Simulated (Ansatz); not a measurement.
# SbO4: the cost of one run

Program: Ansatz 0.2.0. Level of theory: DFT PBE, scalar-relativistic, plane waves, PAW, unless a step names another level. These are calculated values, not measurements.

3 further runs of the same task are left out: 2 that didn't finish, 1 set aside as unsound or not needed.

## Step 1: The structure to begin with

The structure is orthorhombic, space group Pnnm (No. 58). Conventional cell: a = 5.121 Å, b = 10.504 Å, c = 2.959 Å, α = 90.00°, β = 90.00°, γ = 90.00°. Around Sb (site symmetry 2/m) lie 6 O at 1.99 to 2.24 Å. Around O (site symmetry m) lie 1 O at 1.32 Å. Around O (site symmetry m) lie 2 Sb at 1.99 Å.

Coordinates:

```cif
data_structure
_symmetry_space_group_name_H-M 'P 1'
_symmetry_Int_Tables_number 1
_cell_length_a 5.1206
_cell_length_b 10.5037
_cell_length_c 2.9592
_cell_angle_alpha 90.000
_cell_angle_beta 90.000
_cell_angle_gamma 90.000
_cell_volume 159.16
loop_
_atom_site_label
_atom_site_type_symbol
_atom_site_fract_x
_atom_site_fract_y
_atom_site_fract_z
_atom_site_occupancy
Sb1 Sb 0.50000 0.50000 0.50000 1
Sb2 Sb 0.00000 0.00000 0.00000 1
O1 O 0.07518 0.55102 0.50000 1
O2 O 0.92482 0.44898 0.50000 1
O3 O 0.44645 0.37656 0.00000 1
O4 O 0.55355 0.62344 0.00000 1
O5 O 0.57518 0.94898 0.00000 1
O6 O 0.42482 0.05102 0.00000 1
O7 O 0.05355 0.87656 0.50000 1
O8 O 0.94645 0.12344 0.50000 1
```

It came out lowest among 33 distinct ends of the trial cells. At a tolerance of 0.05 Å it has space group Pnnm (No. 58).

## Step 2: Tight relaxation for the response runs, on the response runs' mesh and smearing

Contents of input.yaml:

```yaml
crystal:
  lattice:
    - [5.1205876127, 0.0, 0.0]
    - [0.0, 10.5037192105, 0.0]
    - [0.0, 0.0, 2.9592190871]
  atoms:
    - { symbol: Sb, position: [0.5, 0.5, 0.5] }
    - { symbol: Sb, position: [0.0, 0.0, 0.0] }
    - { symbol: O, position: [0.0751820491, 0.551017493, 0.5] }
    - { symbol: O, position: [0.9248179509, 0.448982507, 0.5] }
    - { symbol: O, position: [0.446451676, 0.3765610712, 0.0] }
    - { symbol: O, position: [0.553548324, 0.6234389288, 0.0] }
    - { symbol: O, position: [0.5751820491, 0.948982507, 0.0] }
    - { symbol: O, position: [0.4248179509, 0.051017493, 0.0] }
    - { symbol: O, position: [0.053548324, 0.8765610712, 0.5] }
    - { symbol: O, position: [0.946451676, 0.1234389288, 0.5] }
basis:
  ecutwfc: 420
kpoints:
  mp_grid: { grid: [6, 4, 12] }
hamiltonian:
  xc: pbe
scf:
  occupations: { method: gaussian, width: 0.1 }
output:
  forces: true
  stress: true
  eigenvalues: true
  write_density: true
  write_potential: true
  elf: true
  volumetric_format: npy
relax:
  adjacent_minimum: "off"
  f_tol: 0.001
  max_steps: 60
  cell: { stress_tol: 0.01 }
```

Run with:

```bash
$ ansatz run input.yaml --threads 3 --pin off --max-ram 7680MiB --backend cpu --events-out ev --progress --plain --runs-dir out
```

Q: Estimate wall time and peak memory on 3 threads of Intel Xeon Platinum 8259CL at 2.50GHz (Skylake/Cascade Lake), shared host.

About 3.9 min, with a peak of 0.85 GiB.
